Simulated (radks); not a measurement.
# Ionising indium step by step, In¹⁷⁺ to In³³⁺

Aim: the successive ionisation energies of indium, each ion in the ground configuration that NIST lists, set against the tabulated values. Each value is a difference of total energies (Δ-SCF).

The numbers are computed with radks (a radial shooting solver on a logarithmic mesh, Libxc functionals) version 1 (scalar-relativistic Kohn-Sham, PBEsol, spin-polarised, spherical densities, finite nucleus; open shells are filled with parallel spins first), except any that are marked as measured or tabulated.

## Step 1: Starting point

```
element             : indium (Z = 49)
charges             : 17 to 33
first configuration : [Ar] 3d10 4s2 4p2
last configuration  : [Ne] 3s2 3p4
```

Outer shells as boxes (Hund's rule):

In¹⁷⁺
```
[Ar] core
3d [↑↓][↑↓][↑↓][↑↓][↑↓]
4s [↑↓]
4p [↑ ][↑ ][  ]
```

In³³⁺
```
[Ne] core
3s [↑↓]
3p [↑↓][↑ ][↑ ]
```

## Step 2: In¹⁷⁺, [Ar] 3d10 4s2 4p2

Settings of this run:

```text
Z 49
configuration [Ar] 3d10 4s2 4p2
relativity scalar-relativistic
functional pbe_sol,pbe_sol
spin polarised
nucleus finite rms 4.6156 fm
c 137.035999084
```

## Step 3: In¹⁸⁺, [Ar] 3d10 4s2 4p1

Settings, as their differences from step 2:

```diff
@@ -1,3 +1,3 @@
 Z 49
-configuration [Ar] 3d10 4s2 4p2
+configuration [Ar] 3d10 4s2 4p1
 relativity scalar-relativistic
```

## Step 4: In¹⁹⁺, [Ar] 3d10 4s2

Settings, as their differences from step 3:

```diff
@@ -1,3 +1,3 @@
 Z 49
-configuration [Ar] 3d10 4s2 4p1
+configuration [Ar] 3d10 4s2
 relativity scalar-relativistic
```

## Step 5: In²⁰⁺, [Ar] 3d10 4s1

Settings, as their differences from step 4:

```diff
@@ -1,3 +1,3 @@
 Z 49
-configuration [Ar] 3d10 4s2
+configuration [Ar] 3d10 4s1
 relativity scalar-relativistic
```

## Step 6: In²¹⁺, [Ar] 3d10

Settings, as their differences from step 5:

```diff
@@ -1,3 +1,3 @@
 Z 49
-configuration [Ar] 3d10 4s1
+configuration [Ar] 3d10
 relativity scalar-relativistic
```

## Step 7: In²²⁺, [Ar] 3d9

Settings, as their differences from step 6:

```diff
@@ -1,3 +1,3 @@
 Z 49
-configuration [Ar] 3d10
+configuration [Ar] 3d9 4s0 4p0
 relativity scalar-relativistic
```

## Step 8: In²³⁺, [Ar] 3d8

Settings, as their differences from step 7:

```diff
@@ -1,3 +1,3 @@
 Z 49
-configuration [Ar] 3d9 4s0 4p0
+configuration [Ar] 3d8
 relativity scalar-relativistic
```

## Step 9: In²⁴⁺, [Ar] 3d7

Settings, as their differences from step 8:

```diff
@@ -1,3 +1,3 @@
 Z 49
-configuration [Ar] 3d8
+configuration [Ar] 3d7
 relativity scalar-relativistic
```

## Step 10: In²⁵⁺, [Ar] 3d6

Settings, as their differences from step 9:

```diff
@@ -1,3 +1,3 @@
 Z 49
-configuration [Ar] 3d7
+configuration [Ar] 3d6 4s0 4p0
 relativity scalar-relativistic
```

## Step 11: In²⁶⁺, [Ar] 3d5

Settings, as their differences from step 10:

```diff
@@ -1,3 +1,3 @@
 Z 49
-configuration [Ar] 3d6 4s0 4p0
+configuration [Ar] 3d5
 relativity scalar-relativistic
```

## Step 12: In²⁷⁺, [Ar] 3d4

Settings, as their differences from step 11:

```diff
@@ -1,3 +1,3 @@
 Z 49
-configuration [Ar] 3d5
+configuration [Ar] 3d4
 relativity scalar-relativistic
```

## Step 13: In²⁸⁺, [Ar] 3d3

Settings, as their differences from step 12:

```diff
@@ -1,3 +1,3 @@
 Z 49
-configuration [Ar] 3d4
+configuration [Ar] 3d3 4s0 4p0
 relativity scalar-relativistic
```

## Step 14: In²⁹⁺, [Ar] 3d2

Settings, as their differences from step 13:

```diff
@@ -1,3 +1,3 @@
 Z 49
-configuration [Ar] 3d3 4s0 4p0
+configuration [Ar] 3d2 4s0 4p0
 relativity scalar-relativistic
```

## Step 15: In³⁰⁺, [Ar] 3d1

Settings, as their differences from step 14:

```diff
@@ -1,3 +1,3 @@
 Z 49
-configuration [Ar] 3d2 4s0 4p0
+configuration [Ar] 3d1
 relativity scalar-relativistic
```

## Step 16: In³¹⁺, [Ar]

Settings, as their differences from step 15:

```diff
@@ -1,3 +1,3 @@
 Z 49
-configuration [Ar] 3d1
+configuration [Ar] 4s0 3d0
 relativity scalar-relativistic
```

## Step 17: In³²⁺, [Ne] 3s2 3p5

Settings, as their differences from step 16:

```diff
@@ -1,3 +1,3 @@
 Z 49
-configuration [Ar] 4s0 3d0
+configuration [Ne] 3s2 3p5
 relativity scalar-relativistic
```

## Step 18: In³³⁺, [Ne] 3s2 3p4

Settings, as their differences from step 17:

```diff
@@ -1,3 +1,3 @@
 Z 49
-configuration [Ne] 3s2 3p5
+configuration [Ne] 3s2 3p4
 relativity scalar-relativistic
```

What does the calculation give? Wanted: for each run, species; configuration; Δ-SCF; −ε(HOMO); NIST; error.

As calculated:

```csv
species,configuration,Δ-SCF (eV),−ε(HOMO) (eV),NIST (eV),error (%)
In¹⁷⁺,[Ar] 3d10 4s2 4p2,459.83,446.04,462 (theory),-0.5
In¹⁸⁺,[Ar] 3d10 4s2 4p1,487.46,473.86,497.1 (semi-emp.),-1.9
In¹⁹⁺,[Ar] 3d10 4s2,563.94,550.27,560 (theory),+0.7
In²⁰⁺,[Ar] 3d10 4s1,596.22,582.36,593.4 (semi-emp.),+0.5
In²¹⁺,[Ar] 3d10,1046.6,1013.3,1043 (theory),+0.3
In²²⁺,[Ar] 3d9,1114.8,1080.8,1109 (theory),+0.5
In²³⁺,[Ar] 3d8,1184.3,1149.7,1181 (theory),+0.3
In²⁴⁺,[Ar] 3d7,1254.9,1219.8,1255 (theory),-0.0
In²⁵⁺,[Ar] 3d6,1326.6,1291.0,1328 (theory),-0.1
In²⁶⁺,[Ar] 3d5,1420.8,1383.4,1413 (theory),+0.6
In²⁷⁺,[Ar] 3d4,1497.2,1459.2,1496 (theory),+0.1
In²⁸⁺,[Ar] 3d3,1574.9,1536.3,1575 (theory),-0.0
In²⁹⁺,[Ar] 3d2,1653.6,1614.5,1659 (theory),-0.3
In³⁰⁺,[Ar] 3d1,1733.2,1693.7,1738 (theory),-0.3
In³¹⁺,[Ar],1980.3,1945.2,1961 (semi-emp.),+1.0
In³²⁺,[Ne] 3s2 3p5,2051.5,2016.6,2029 (semi-emp.),+1.1
```

Reference values: NIST Atomic Spectra Database (exp. measured, semi-emp. semi-empirical, theory a theoretical value adopted there). The steepest step, after dividing by the final charge, comes at In²¹⁺ in [Ar] 3d10, where the value goes from 596.22 to 1046.6 eV. There the highest level belongs to another shell. The Δ-SCF values miss the measured or semi-empirical entries by +0.2 % in the signed mean; the largest miss is -1.9 % (In¹⁸⁺). Minus the highest eigenvalue gives 97 to 98 % of the Δ-SCF value along the ladder. Open shells are spherical and high-spin; term and fine-structure splittings are not resolved. Spin-orbit splitting is averaged out at the scalar-relativistic level.
